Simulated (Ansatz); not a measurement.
# H14C4N10Cl2O (H6C2N5Cl with H2O): the cost of one run

Computed with Ansatz 0.2.0 (DFT PBE+D3(BJ), scalar-relativistic, plane waves, PAW, unless a step's input says otherwise).

3 further runs of the same task are left out: 3 set aside as unsound or not needed.

## Step 1: The structure to begin with

It takes space group P-1 (No. 2, triclinic). The conventional cell has a = 6.187 Å, b = 6.242 Å, c = 8.764 Å, α = 83.11°, β = 78.87°, γ = 86.43°. Around H (site symmetry 1) lie 1 O at 0.99 Å. Around H (site symmetry 1) lie 1 O at 0.98 Å. Around H (site symmetry 1) lie 1 N at 1.07 Å. H (site symmetry 1) has 1 C at 1.09 Å as nearest neighbours. H (site symmetry 1) is surrounded by 1 N at 1.03 Å. Only part of the 17 independent sites is listed.

Coordinates:

```
CELL_PARAMETERS angstrom
6.18681 0.00606 -0.00592
0.38295 6.23037 0.03105
1.69894 0.90571 8.55042
ATOMIC_POSITIONS crystal
H 0.48410 0.71270 0.85930
H 0.51590 0.28730 0.14070
H 0.26686 0.58825 0.90121
H 0.73314 0.41175 0.09879
H 0.30995 0.72918 0.65745
H 0.69005 0.27082 0.34255
H 0.52054 0.80261 0.17441
H 0.47946 0.19739 0.82559
H 0.06465 0.94460 0.14352
H 0.93535 0.05540 0.85648
H 0.07343 0.67427 0.14282
H 0.92657 0.32573 0.85718
H 0.78310 0.75557 0.47846
H 0.21690 0.24443 0.52154
H 0.86648 0.72641 0.66442
H 0.13352 0.27359 0.33558
C 0.41599 0.78504 0.28976
C 0.58401 0.21496 0.71024
C 0.11558 0.75430 0.47363
C 0.88442 0.24570 0.52637
N 0.29693 0.74476 0.53696
N 0.70307 0.25524 0.46304
N 0.48466 0.76451 0.42277
N 0.51534 0.23549 0.57723
N 0.18868 0.77872 0.31510
N 0.81132 0.22128 0.68490
N 0.04120 0.79879 0.21175
N 0.95880 0.20121 0.78825
N 0.90609 0.74432 0.54385
N 0.09391 0.25568 0.45615
Cl 0.20706 0.30260 0.08344
Cl 0.79294 0.69740 0.91656
O 0.33327 0.71533 0.83569
O 0.66673 0.28467 0.16431
```

This cell was relaxed beforehand with the same method: volume 9.69 Å³/atom, gap on the mesh 4.32 eV.

Its energy, with the smearing taken to zero, is -8398.6822 eV for the 34-atom cell on a 4×4×4 mesh; differences below count from it.

## Step 2: Next: 1 of 2 H2O taken out

What is left holds 14 H, 4 C, 10 N, 2 Cl, 1 O; the cell stays neutral.

The cell holds 14 H, 4 C, 10 N, 2 Cl, 1 O: a = 6.187 Å, b = 6.242 Å, c = 8.764 Å, α = 83.11°, β = 78.87°, γ = 86.43°.

## Step 3: Nothing relaxed

input.yaml reads:

```yaml
crystal:
  lattice:
    - [6.1868094277, 0.0060574422, -0.0059183959]
    - [0.3829507195, 6.2303743161, 0.031048961]
    - [1.698939426, 0.9057062049, 8.5504173724]
  atoms:
    - { symbol: H, position: [0.515904766, 0.2872987765, 0.1407031136] }
    - { symbol: H, position: [0.7331381253, 0.4117464513, 0.0987907267] }
    - { symbol: H, position: [0.309953662, 0.7291831215, 0.657450369] }
    - { symbol: H, position: [0.690046338, 0.2708168785, 0.342549631] }
    - { symbol: H, position: [0.5205426206, 0.8026105508, 0.1744105215] }
    - { symbol: H, position: [0.4794573794, 0.1973894492, 0.8255894785] }
    - { symbol: H, position: [0.064652061, 0.9446032466, 0.1435155585] }
    - { symbol: H, position: [0.935347939, 0.0553967534, 0.8564844415] }
    - { symbol: H, position: [0.0734265585, 0.6742706539, 0.142818147] }
    - { symbol: H, position: [0.9265734415, 0.3257293461, 0.857181853] }
    - { symbol: H, position: [0.7831034359, 0.7555665741, 0.4784610904] }
    - { symbol: H, position: [0.2168965641, 0.2444334259, 0.5215389096] }
    - { symbol: H, position: [0.8664849054, 0.7264084974, 0.6644194798] }
    - { symbol: H, position: [0.1335150946, 0.2735915026, 0.3355805202] }
    - { symbol: C, position: [0.4159907301, 0.7850440287, 0.2897601408] }
    - { symbol: C, position: [0.5840092699, 0.2149559713, 0.7102398592] }
    - { symbol: C, position: [0.1155822685, 0.7542979622, 0.4736253798] }
    - { symbol: C, position: [0.8844177315, 0.2457020378, 0.5263746202] }
    - { symbol: "N", position: [0.2969280365, 0.744761607, 0.5369596241] }
    - { symbol: "N", position: [0.7030719635, 0.255238393, 0.4630403759] }
    - { symbol: "N", position: [0.484664363, 0.7645062283, 0.42276545] }
    - { symbol: "N", position: [0.515335637, 0.2354937717, 0.57723455] }
    - { symbol: "N", position: [0.1886793096, 0.7787172929, 0.3150955906] }
    - { symbol: "N", position: [0.8113206904, 0.2212827071, 0.6849044094] }
    - { symbol: "N", position: [0.0412007139, 0.7987931909, 0.2117480745] }
    - { symbol: "N", position: [0.9587992861, 0.2012068091, 0.7882519255] }
    - { symbol: "N", position: [0.9060929289, 0.7443207931, 0.5438529114] }
    - { symbol: "N", position: [0.0939070711, 0.2556792069, 0.4561470886] }
    - { symbol: Cl, position: [0.2070618559, 0.3026041537, 0.083437003] }
    - { symbol: Cl, position: [0.7929381441, 0.6973958463, 0.916562997] }
    - { symbol: O, position: [0.6667340099, 0.2846703852, 0.1643140904] }
basis:
  ecutwfc: 420
kpoints:
  mp_grid: { grid: [4, 4, 4] }
hamiltonian:
  xc: pbe
  dispersion: d3bj
scf:
  occupations: { method: gaussian, width: 0.02 }
output:
  forces: true
  stress: true
  eigenvalues: true
  write_density: true
  write_potential: true
  elf: true
  volumetric_format: npy
```

Started as:

```
$ ansatz run input.yaml --threads 8 --pin off --max-ram 16384MiB --backend cpu --events-out ev --progress --plain --runs-dir out
```

Q: Estimate wall time and peak memory on 8 threads of Arm Neoverse V1, shared host.

About 21 s, with a peak of 1.8 GiB.
